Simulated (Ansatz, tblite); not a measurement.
# Ga7Sb7 zinc blende off sphere (Ga7Sb7H20): rung by rung

How do method and basis change the picture of Ga7Sb7 zinc blende off sphere (Ga7Sb7H20) (singlet)?

Method: as each input shows; program: Ansatz 0.2.0, Gaussian basis.

Plan: GFN1-xTB, PBE-D4/def2-SVP, r2SCAN-D4/def2-SVP, PBE-QIDH/def2-SVP, B97M-V/def2-SVP, B3LYP-D4/def2-SVP, PBE+5HF/def2-SVP, PBE+10HF/def2-SVP, PBE+15HF/def2-SVP, PBE+35HF/def2-SVP, PBE+50HF/def2-SVP, PBE0-D4/def2-TZVP, PBE-D4/def2-TZVP, MP2/def2-SVP, RPA/def2-SVP.

2 further runs of the same task are left out: 1 that didn't finish, 1 set aside as unsound or not needed.

**1. The relaxed structure**

The singlet was relaxed beforehand with PBE-D4/def2-SVP.

34 atoms, charge 0, spin multiplicity 1.

Bond lengths: Ga1–Sb9 2.745 Å, Ga1–Sb10 2.690 Å, Ga1–H15 1.580 Å, Ga1–H16 1.580 Å, Ga2–Sb8 2.672 Å, Ga2–Sb11 2.671 Å, Ga2–Sb12 2.671 Å, Ga2–H17 1.575 Å, Ga3–Sb9 2.649 Å, Ga3–Sb11 2.721 Å, Ga3–Sb13 2.650 Å, Ga3–H18 1.578 Å, Ga4–Sb8 2.720 Å, Ga4–Sb9 2.649 Å, Ga4–Sb14 2.650 Å, Ga4–H19 1.578 Å, Ga5–Sb10 2.689 Å, Ga5–Sb14 2.745 Å and more. Angles: Sb9–Ga1–Sb10 96.3°, Sb9–Ga1–H15 104.2°, Sb9–Ga1–H16 104.2°, Sb10–Ga1–H15 111.1°, Sb10–Ga1–H16 110.9°, H15–Ga1–H16 125.4°, Sb8–Ga2–Sb11 100.8°, Sb8–Ga2–Sb12 100.7°, Sb8–Ga2–H17 117.1°, Sb11–Ga2–Sb12 100.6°, Sb11–Ga2–H17 117.3°, Sb12–Ga2–H17 117.3°, Sb9–Ga3–Sb11 106.3°, Sb9–Ga3–Sb13 105.6°, Sb9–Ga3–H18 116.0°, Sb11–Ga3–Sb13 106.1°, Sb11–Ga3–H18 106.1°, Sb13–Ga3–H18 115.9° and more.

As a file:

```xyz
34

Ga    0.8255   -4.0646    0.8205
Ga   -2.4335    2.4348   -2.4346
Ga    0.8871   -0.8952   -2.2697
Ga   -2.2744   -0.8937    0.8913
Ga    0.8286   -0.8305    4.0595
Ga    0.8931    2.2654    0.8926
Ga    4.0678   -0.8265    0.8211
Sb   -3.6678    0.7607   -0.7578
Sb   -0.6754   -2.3158   -0.6708
Sb    2.1922   -2.1910    2.1827
Sb   -0.7578    0.7604   -3.6679
Sb   -0.7545    3.6647   -0.7607
Sb    2.3126    0.6660   -0.6722
Sb   -0.6702    0.6647    2.3119
H     1.7498   -4.7827   -0.2409
H    -0.2283   -4.7842    1.7522
H    -3.3442    3.3448   -3.3414
H     1.7042   -1.7124   -3.3449
H    -3.3496   -1.7098    1.7094
H    -0.2261   -1.7613    4.7786
H     1.7533    0.2301    4.7779
H     1.7096    3.3399    1.7108
H     4.7880   -1.7524   -0.2371
H     4.7839    0.2338    1.7480
H    -4.8189   -0.0685   -1.7301
H    -4.8038    1.7426    0.0816
H    -1.7537   -3.1154   -1.7501
H     3.1823   -3.1903    3.1742
H    -1.7290   -0.0697   -4.8194
H     0.0848    1.7396   -4.8034
H     0.0874    4.7990   -1.7421
H    -1.7250    4.8180    0.0679
H     3.1090    1.7449   -1.7531
H    -1.7442    1.7433    3.1176
```

Sb takes a core potential in the def2 sets. No spin-orbit coupling is included.

PBE0-D4/def2-SVP was run before; its log isn't repeated, and its numbers join the tables.

**2. GFN1-xTB**

Tight binding, by tblite at 300 K electronic temperature and without a spin-polarisation term:

```python
tblite.interface.Calculator('GFN1-xTB', numbers, positions, charge=0, uhf=0).singlepoint()
```

Energy -1030.7648 eV, HOMO -10.54 eV, LUMO -7.12 eV; 0.16 s.

**3. PBE-D4/def2-SVP**

start.molden holds the orbitals of an earlier run on this state, given as this run's starting guess.

in.yaml reads:

```yaml
crystal:
  periodic: [false, false, false]
  atoms:
    - {symbol: Ga, position_ang: [0.825529, -4.064594, 0.820471]}
    - {symbol: Ga, position_ang: [-2.433485, 2.434844, -2.434584]}
    - {symbol: Ga, position_ang: [0.887051, -0.895233, -2.269714]}
    - {symbol: Ga, position_ang: [-2.274398, -0.893698, 0.891340]}
    - {symbol: Ga, position_ang: [0.828616, -0.830474, 4.059475]}
    - {symbol: Ga, position_ang: [0.893139, 2.265359, 0.892555]}
    - {symbol: Ga, position_ang: [4.067764, -0.826509, 0.821148]}
    - {symbol: Sb, position_ang: [-3.667821, 0.760744, -0.757754]}
    - {symbol: Sb, position_ang: [-0.675372, -2.315826, -0.670848]}
    - {symbol: Sb, position_ang: [2.192244, -2.190985, 2.182663]}
    - {symbol: Sb, position_ang: [-0.757830, 0.760434, -3.667940]}
    - {symbol: Sb, position_ang: [-0.754486, 3.664715, -0.760679]}
    - {symbol: Sb, position_ang: [2.312585, 0.666012, -0.672150]}
    - {symbol: Sb, position_ang: [-0.670186, 0.664691, 2.311857]}
    - {symbol: H, position_ang: [1.749824, -4.782747, -0.240901]}
    - {symbol: H, position_ang: [-0.228251, -4.784234, 1.752206]}
    - {symbol: H, position_ang: [-3.344197, 3.344767, -3.341432]}
    - {symbol: H, position_ang: [1.704164, -1.712394, -3.344878]}
    - {symbol: H, position_ang: [-3.349584, -1.709830, 1.709399]}
    - {symbol: H, position_ang: [-0.226089, -1.761311, 4.778567]}
    - {symbol: H, position_ang: [1.753255, 0.230124, 4.777906]}
    - {symbol: H, position_ang: [1.709554, 3.339929, 1.710778]}
    - {symbol: H, position_ang: [4.788046, -1.752390, -0.237082]}
    - {symbol: H, position_ang: [4.783926, 0.233763, 1.748022]}
    - {symbol: H, position_ang: [-4.818874, -0.068468, -1.730135]}
    - {symbol: H, position_ang: [-4.803788, 1.742591, 0.081578]}
    - {symbol: H, position_ang: [-1.753737, -3.115408, -1.750129]}
    - {symbol: H, position_ang: [3.182275, -3.190270, 3.174188]}
    - {symbol: H, position_ang: [-1.728983, -0.069684, -4.819415]}
    - {symbol: H, position_ang: [0.084796, 1.739631, -4.803433]}
    - {symbol: H, position_ang: [0.087375, 4.798967, -1.742093]}
    - {symbol: H, position_ang: [-1.724976, 4.817964, 0.067897]}
    - {symbol: H, position_ang: [3.109013, 1.744878, -1.753118]}
    - {symbol: H, position_ang: [-1.744199, 1.743344, 3.117636]}
basis:
  gaussian: {orbitals: def2-SVP, fitting: {mean_field: def2-universal-jkfit}, initial_orbitals: start.molden}
hamiltonian: {xc: pbe, dispersion: d4}
scf: {omitted_lower_state_checks: [starts]}
output: {orbitals: {seedname: orbitals}}
```

Started as:

```sh
$ ansatz run in.yaml --threads 2 --pin off --events-out ev --progress --plain --max-ram 32768MiB --backend cuda --devices 0, --max-vram 18GiB
```

The runs that follow: r2SCAN-D4/def2-SVP; PBE-QIDH/def2-SVP; B97M-V/def2-SVP; B3LYP-D4/def2-SVP; PBE+5HF/def2-SVP; PBE+10HF/def2-SVP; PBE+15HF/def2-SVP; PBE+35HF/def2-SVP; PBE+50HF/def2-SVP; PBE0-D4/def2-TZVP; PBE-D4/def2-TZVP; MP2/def2-SVP; RPA/def2-SVP.

Before running them: what should the planned runs give, taken together? Wanted: gap in def2-SVP, named functionals, smallest and largest; gap over the share of exact exchange; correlation energy, MP2/def2-SVP; binding an atom, functionals in def2-SVP; PBE0 total energy, smallest basis above largest.

**Answer**, as computed:

```
                                                quantity                                value
gap in def2-SVP, named functionals, smallest and largest  3.27 eV (PBE-D4), 4.81 eV (PBE0-D4)
                    gap over the share of exact exchange         3.27 eV at 0, 6.39 eV at 0.5
                        correlation energy, MP2/def2-SVP                            -66.40 eV
                binding an atom, functionals in def2-SVP   2.35 (PBE0-D4) to 2.39 eV (B97M-V)
         PBE0 total energy, smallest basis above largest       48.54 eV (def2-SVP, def2-TZVP)
```

Orbital gaps of the named functionals in def2-SVP span 3.27 eV (PBE-D4) to 4.81 eV (PBE0-D4); exact exchange widens it. Raising the share of exact exchange from 0 to 0.5 moves the HOMO by -1.87 eV and the LUMO by +1.25 eV.
